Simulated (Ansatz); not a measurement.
**GaH4 (doublet): wave-function methods side by side, aug-cc-pVDZ**

One table from this session's results is given with a row withheld; the runs are named, their logs left out.

The runs use Ansatz 0.2.0, Gaussian basis; aug-cc-pVDZ, core rule «outside noble gas», up to 14 orbitals frozen.

To be run: UHF; CCSD(T) on ROHF; CCSD(T) on UHF; BCCD(T) on ROHF; CISD; CCSDT(Q) on ROHF; CCSDT(Q) on UHF; CASSCF and MRCISD+Q, 7 electrons in 8 orbitals; CASSCF and NEVPT2, 7 electrons in 8 orbitals.

4 further runs of the same task are left out: 1 that didn't finish, 3 set aside as unsound or not needed.

## The system

The geometry is a PBE0/def2-TZVPD stationary point (not a proven minimum) of the parent state, kept for this charge and spin. No spin-orbit coupling is included. The filled d shell of Ga may be among the frozen orbitals whatever the setting's name suggests; the logs give the count.

5 atoms, charge 0, spin multiplicity 2.

Atoms are counted from 1 here; the program's logs count them from 0.

Bond lengths: Ga1–H2 1.624 Å, Ga1–H3 1.624 Å, Ga1–H4 1.624 Å, Ga1–H5 1.624 Å. Angles: H2–Ga1–H3 109.5°, H2–Ga1–H4 109.5°, H2–Ga1–H5 109.5°, H3–Ga1–H4 109.5°, H3–Ga1–H5 109.5°, H4–Ga1–H5 109.5°.

The first run:

in.yaml reads:

```yaml
crystal:
  periodic: [false, false, false]
  atoms:
    - {symbol: Ga, position_ang: [0.000000, 0.000000, 0.000000]}
    - {symbol: H, position_ang: [0.935644, 0.943776, 0.933994]}
    - {symbol: H, position_ang: [-0.940211, -0.931611, 0.941590]}
    - {symbol: H, position_ang: [-0.935412, 0.931813, -0.946158]}
    - {symbol: H, position_ang: [0.939979, -0.943978, -0.929425]}
basis:
  gaussian: {orbitals: aug-cc-pVDZ}
magnetization: {spin_polarized: true, initial_magnetization: 1}
hamiltonian: {xc: hf}
output: {orbitals: {seedname: orbitals}}
```

The run is started by

```bash
> ansatz run in.yaml --threads 1 --pin off --events-out ev --progress --plain --max-ram 4096MiB --backend cpu
```

Among the steps run: UHF; CCSD(T) on ROHF; CCSD(T) on UHF; BCCD(T) on ROHF; CISD; CCSDT(Q) on ROHF; CCSDT(Q) on UHF; CASSCF and MRCISD+Q, 7 electrons in 8 orbitals; CASSCF and NEVPT2, 7 electrons in 8 orbitals.

One of the session's tables, all rows but one given; the rest of the session is left out.

It belongs to the step «Misses and costs». 

```
          method  from UCCSDT(Q) (meV)
            RMP2                +935.4
            UMP2                +975.0
           RCCSD                +107.4
           UCCSD                     ?
        RCCSD(T)                 +28.9
        UCCSD(T)                 +26.2
         BCCD(T)                 +29.3
          RCCSDT                  +5.2
          UCCSDT                  +2.2
       RCCSDT(Q)                  +3.0
       UCCSDT(Q)                     0
  CASSCF valence               +1815.0
  NEVPT2 valence                +582.4
  MRCISD valence                 +70.1
MRCISD+Q valence                   0.0
```

**Question.** Estimate the row for UCCSD.

The run gave: from UCCSDT(Q) (meV): +96.1. In the column «from UCCSDT(Q) (meV)» it lies between MRCISD valence (+70.1) and RCCSD (+107.4).

Limits of these values: The report flags that the cluster equations may have other roots. Left out of the table: ROHF, UHF (another determinant or state than the rows shown). The program flags RCCSD(T), BCCD(T), RCCSDT(Q) as in doubt, so those rows may rest on another solution; read them beside their warnings. Restricted and unrestricted rows rest on different reference determinants; where their highest levels disagree by more than a few hundredths of an eV, they describe different states and don't form one ladder.
